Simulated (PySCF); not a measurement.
# CBrCl: the cost of one run

Computed with PySCF 2.14.0 and routines of our own; the level stands in each step. Atoms count from 0.

## (1) The starting structure

3 atoms, charge 0, multiplicity 3; geometry from: GFN2-xTB.

## (2) Open-shell or spin-flip excitations: unrestricted TDDFT PBE0/def2-SVPD

Job settings and geometry (Å):

```
{"job": {"kind": "uabs", "xc": "PBE0", "basis": "def2-SVPD", "nstates": 10, "tda": false}, "charge": 0, "multiplicity": 3}
Cl    -1.512120     0.201710    -0.289630
C      0.128193     0.277029    -0.395174
Br     1.395408    -0.481277     0.672251
```

With the program's defaults for keys left out, this is: unrestricted TDDFT PBE0/def2-SVPD, vertical, gas phase, core orbitals frozen in the response.

Started as:

```console
$ OMP_NUM_THREADS=1 python excited_run.py task.json out
```

One launch serves the whole session: the jobs run in the order shown.

**Question.** How long does this first job take on 1 thread of Arm Neoverse V1, shared host, and how much memory does it need?

About 8.7 s, with a peak of 0.35 GiB.
